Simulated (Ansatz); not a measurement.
# CH₆GeS₂, SMILES [CH3][GeH2][S]S: a single point from an input written key by key

Program: Ansatz 0.2.0, Python API.

Contents of `input.yaml`:
```yaml
crystal:
  periodic: [false, false, false]
  atoms:
    - { symbol: C, position_ang: [-0.9764, 0.7716, -0.121] }
    - { symbol: Ge, position_ang: [-0.2593, -0.7437, 0.7411] }
    - { symbol: S, position_ang: [1.9206, -0.5255, 0.8346] }
    - { symbol: S, position_ang: [2.2368, -0.7233, -1.263] }
    - { symbol: H, position_ang: [-2.1284, 0.7187, -0.1593] }
    - { symbol: H, position_ang: [-0.7327, 1.7481, 0.4193] }
    - { symbol: H, position_ang: [-0.6246, 0.8812, -1.1714] }
    - { symbol: H, position_ang: [-0.5822, -2.0017, -0.0621] }
    - { symbol: H, position_ang: [-0.8238, -0.8326, 2.2203] }
    - { symbol: H, position_ang: [2.0532, 0.656, -1.4355] }
basis:
  gaussian: { orbitals: def2-SVP }
hamiltonian:
  xc: r2scan
```

The cells in order, each with its output:

In [1]:
```python
import ansatz as az
```

In [2]:
```python
session = az.Session.from_deck("input.yaml")
r = session.plan(threads=1).execute().report
```

In [3]:
```python
print(f"E = {r['free_energy_ev']:.6f} eV = {r['free_energy_ev'] / 27.211386246:.7f} Ha")
print("converged:", r["converged"], " doubts:", r["published_state_doubts"] or "none")
symbols = ["C", "Ge", "S", "S", "H", "H", "H", "H", "H", "H"]
```
```text
E = -79307.330508 eV = -2914.4906397 Ha
converged: True  doubts: none
```

Notes:
- Total energies depend on the basis set; only differences at equal settings carry meaning.
- The geometry is a force-field or estimated start, not a minimum of this method, and the basis set is short of its limit.
- It ran for 8.8 s on 1 thread of Arm Neoverse V1, on a shared host, peak memory 0.22 GiB.
